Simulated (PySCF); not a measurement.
The system is CS2H4, in a box.

```
CELL_PARAMETERS angstrom
13.00000 0.00000 0.00000
0.00000 13.00000 0.00000
0.00000 0.00000 12.00000
ATOMIC_POSITIONS crystal
C 0.42824 0.57377 0.48135
S 0.51812 0.55703 0.59428
S 0.63567 0.47815 0.52155
H 0.39648 0.50018 0.45472
H 0.46458 0.61287 0.41139
H 0.36633 0.62186 0.51421
H 0.60095 0.38137 0.53661
```

Base run:

| Quantity | Value |
| --- | --- |
| Program | PySCF 2.14.0 |
| Functional | B3LYP |
| Potentials or basis | pob-tzvp-rev2 (all-electron) |
| k mesh | 1 × 1 × 1 |
| Occupations | fixed |
| Spin | no spin polarisation |

Its results: gap between the frontier levels 6.02 eV.

The run is repeated on the same cell with these changes: functional from B3LYP to LDA. What comes out?

Gap between the frontier levels 4.08 eV.

B3LYP gives the wider gap, since exact exchange removes part of the self-interaction.

Caveats: this is a molecule in a periodic box at the Γ point, so its band gap is the HOMO-LUMO gap; the basis of atomic orbitals isn't converged, which shifts pressures, moduli and gaps; this basis is made for solids and lacks diffuse functions, so gaps of a molecule come out too wide by an eV or more.

A k mesh can miss the band edges.

Not every run made on this cell is shown here.
